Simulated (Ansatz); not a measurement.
# C2H7NOSn: a ladder of functionals and wavefunction methods

One table from this session's results is given with a row withheld; the runs are named, their logs left out.

The runs use Ansatz 0.2.0, Gaussian basis; functionals in def2-TZVPP, the program's frozen cores in correlated methods.

Levels to be run: PBE-D4, r2SCAN-D4, PBE0-D4, B3LYP-D4, ωB97X-V, ωB97M-V, B2PLYP; CCSD(T)/def2-TZVPP; MP2/def2-QZVPP; extrapolation to the limit.

**The relaxed structure**

An earlier PBE0-D4 in a triple-zeta def2 set relaxation fixed the geometry. Sn takes the def2 core potential; no spin-orbit term is included.

SMILES `C=[N][SnH]([CH3])[OH]`, 12 atoms, charge 0, spin multiplicity 1.

Atoms are counted from 1 here; the program's logs count them from 0.

Bond lengths: C1–N2 1.259 Å, C1–H6 1.099 Å, C1–H7 1.101 Å, N2–Sn3 2.053 Å, Sn3–C4 2.128 Å, Sn3–O5 1.978 Å, Sn3–H8 1.702 Å, C4–H9 1.090 Å, C4–H10 1.090 Å, C4–H11 1.090 Å, O5–H12 0.959 Å. Angles: N2–C1–H6 119.4°, N2–C1–H7 125.4°, H6–C1–H7 115.2°, C1–N2–Sn3 119.1°, N2–Sn3–C4 108.1°, N2–Sn3–O5 107.3°, N2–Sn3–H8 109.1°, C4–Sn3–O5 110.1°, C4–Sn3–H8 117.0°, O5–Sn3–H8 104.8°, Sn3–C4–H9 109.5°, Sn3–C4–H10 109.5°, Sn3–C4–H11 110.2°, H9–C4–H10 108.8°, H9–C4–H11 109.3°, H10–C4–H11 109.5°, Sn3–O5–H12 113.5°.

As a file:

```xyz
12

C    -1.0774    1.6516    1.3891
N    -1.3154    0.4987    0.9428
Sn    0.2547   -0.6954    0.3729
C    -0.0243   -1.2256   -1.6694
O     1.9075    0.3705    0.5801
H    -1.9146    2.2971    1.6913
H    -0.0761    2.0928    1.5130
H     0.4168   -1.9725    1.4864
H    -0.9547   -1.7836   -1.7770
H    -0.0845   -0.3214   -2.2754
H     0.8060   -1.8405   -2.0162
H     2.1390    0.8730   -0.2036
```

Set-up of the first run:

Contents of in.yaml:

```yaml
crystal:
  periodic: [false, false, false]
  atoms:
    - {symbol: C, position_ang: [-1.077447, 1.651634, 1.389143]}
    - {symbol: N, position_ang: [-1.315391, 0.498685, 0.942778]}
    - {symbol: Sn, position_ang: [0.254710, -0.695375, 0.372867]}
    - {symbol: C, position_ang: [-0.024252, -1.225636, -1.669409]}
    - {symbol: O, position_ang: [1.907548, 0.370469, 0.580136]}
    - {symbol: H, position_ang: [-1.914586, 2.297055, 1.691290]}
    - {symbol: H, position_ang: [-0.076094, 2.092803, 1.513004]}
    - {symbol: H, position_ang: [0.416843, -1.972509, 1.486424]}
    - {symbol: H, position_ang: [-0.954708, -1.783567, -1.776958]}
    - {symbol: H, position_ang: [-0.084543, -0.321367, -2.275363]}
    - {symbol: H, position_ang: [0.805986, -1.840483, -2.016224]}
    - {symbol: H, position_ang: [2.139035, 0.872989, -0.203589]}
basis:
  gaussian: {orbitals: def2-TZVPP}
hamiltonian: {xc: pbe, dispersion: d4}
output: {forces: true, orbitals: {seedname: orbitals}}
```

Started as:

```sh
$ ansatz run in.yaml --threads 4 --pin off --events-out ev --progress --plain --max-ram 10444MiB
```

Steps of the session up to this table: PBE-D4 (GGA); r2SCAN-D4 (meta-GGA); PBE0-D4 (hybrid); B3LYP-D4 (hybrid); ωB97X-V (range-separated); ωB97M-V (range-separated); B2PLYP (double hybrid); CCSD(T) in def2-TZVPP; MP2 in def2-QZVPP.

One of the session's tables, all rows but one given; the rest of the session is left out.

| method | atomisation energy (kcal/mol) |
| --- | --- |
| PBE-D4 | 1031.9 |
| r2SCAN-D4 | ? |
| PBE0-D4 | 1006.7 |
| B3LYP-D4 | 1010.2 |
| ωB97X-V | 1014.5 |
| ωB97M-V | 1011.9 |
| B2PLYP | 999.2 |
| HF/def2-TZVPP | 694.7 |
| MP2/def2-TZVPP | 997.1 |
| CCSD/def2-TZVPP | 967.3 |
| CCSD(T)/def2-TZVPP | 985.7 |
| MP2/CBS | 1028.0 |
| CCSD(T)/CBS | 1016.6 |

Estimate the missing values for r2SCAN-D4.

As computed: atomisation energy (kcal/mol): 1007.9. In the column «atomisation energy (kcal/mol)» it lies between PBE0-D4 (1006.7) and B3LYP-D4 (1010.2).

Caveats from the session: Free atoms (2 C, 1 N, 1 Sn, 1 O, 7 H) were run apart at each level; the atomisation energy is their sum less the molecule, without zero-point or spin-orbit terms.
